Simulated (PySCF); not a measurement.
FC3SH3, in a box:

```
F C S H
1.0
    13.00000    0.00000    0.00000
     0.00000   14.00000    0.00000
     0.00000    0.00000   12.00000
F C S H
1 3 1 3
Direct
  0.50078 0.64910 0.60028
  0.55744 0.59418 0.52759
  0.49662 0.51437 0.48466
  0.48396 0.42659 0.45970
  0.37679 0.49625 0.40539
  0.62521 0.56705 0.57145
  0.58178 0.63988 0.45831
  0.51072 0.35390 0.45814
```

Base run:

| Property | Result |
| --- | --- |
| Program | PySCF 2.14.0 |
| Functional | r2SCAN0 |
| Dispersion | D3(BJ) |
| Potentials or basis | cc-pvdz (all-electron) |
| k mesh | 1 × 1 × 1 |
| Occupations | fixed |
| Spin | no spin polarisation |

Its results: gap between the frontier levels 5.05 eV.

Task: The run is repeated on the same cell with these changes: functional from r2SCAN0 to TPSSh. What comes out?

Result: Gap between the frontier levels 3.73 eV.

Caveats: this is a molecule in a periodic box at the Γ point, so its band gap is the HOMO-LUMO gap; the basis of atomic orbitals isn't converged, which shifts pressures, moduli and gaps.

